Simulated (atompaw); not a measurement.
# Pseudopotential generation for Gd: PAW (atompaw), PBE

Aim: build the potential from the settings below, then test how well it stands in for the atom: scattering, ghost states and the plane-wave cutoff that it needs.

The numbers are computed with atompaw 4.2.0.5 (PBE, scalar-relativistic, spin-unpolarised reference atom).

## 1. Starting point

Typed settings, in words:

```json
{"element": "gadolinium (Gd, Z = 64)", "type": "PAW", "frozen core": "[Xe]", "valence charge": "10", "reference configuration": "4f7 5d1 6s1.5 6p0 (charge +0.5)", "partial waves": "6s (bound): rc 3.00 bohr; 6s channel at 0.2 Ry: rc 3.00 bohr; 6p (bound, empty): rc 3.00 bohr; 6p channel at 0.25 Ry: rc 3.00 bohr; 5d (bound): rc 3.00 bohr; 5d channel at 2.1 Ry: rc 3.00 bohr; 4f (bound): rc 1.10 bohr; 4f channel at -0.3 Ry: rc 1.10 bohr", "local potential": "troulliermartins scheme with l = 4 at -0.5 Ry, radius 2.25 bohr", "core correction": "smooth core density matched at 2.85 bohr", "augmentation charge": "sinc compensation charge, radius 2.35 bohr; PAW radius 3.00 bohr; waves and projectors: custom polynom gramschmidtortho"}
```

The nodes and maxima of the atom's own shells, from an earlier all-electron run, set the scale for the radii.

All-electron outer shells of the reference configuration (PBE, scalar-relativistic, ld1.x):

```csv
shell,level (eV),outermost node (bohr),outermost maximum (bohr)
5s,-52.76,0.65,1.20
5p,-30.28,0.70,1.35
4f,-11.71,–,0.56
6s,-6.62,1.60,3.29
5d,-5.34,0.79,1.95
6p,-3.44,1.91,4.28
```

## 2. The generation run

The input, Gd.input:

```
Gd 64
GGA-PBE scalarrelativistic loggrid 2001 logderivrange -3 5 201
6 6 5 4 0 0
6 0 1.5
6 1 0
5 2 1
4 3 7
0 0 0
c
c
c
c
c
v
c
c
c
c
v
c
c
v
v
3
3.00 2.35 2.25 2.85
y
0.2
n
y
0.25
n
y
2.1
n
y
-0.3
n
custom polynom gramschmidtortho sinc
4 -0.5 troulliermartins
3.00
3.00
3.00
3.00
3.00
3.00
1.10
1.10
PWSCFOUT
UPFDX 0.0125d0 UPFXMIN -7.d0 UPFZMESH 64.d0
END
```

Launch:

```sh
atompaw < Gd.input > Gd.log
```

What does the calculation give? Wanted: cutoffs for 10 and 1 mRy, occupied levels; bound ghosts; largest phase difference near zero energy, channels read; lowest eigenvalue of the overlap; share of valence orbitals outside the PAW sphere; UPF file.

**Answer**, as computed:

| quantity | value |
| --- | --- |
| cutoffs for 10 and 1 mRy, occupied levels | 160 Ry and 260 Ry |
| bound ghosts | s at -67.77 eV, p at -30.83 eV |
| largest phase difference near zero energy, channels read | 0.001 rad |
| lowest eigenvalue of the overlap (Bessel basis) | 0.281 (s) |
| share of valence orbitals outside the PAW sphere | 6s 72 %, 6p 91 %, 5d 32 %, 4f 0 % |
| UPF file | written |

**Reading.** It has a bound ghost (s, p), a state that the atom doesn't have, and that rules the file out. Close by lies the frozen 5p level (-30.3 eV). It counts as very hard, with 160 Ry needed at the looser tolerance. The slowest occupied level is 4f: taken alone it needs 180 Ry to come within 1 mRy, against 10 Ry for 5d. Near zero energy the phases of the channels with partial waves that could be evaluated agree within 0.001 rad. All of this concerns the isolated atom, not yet a solid.
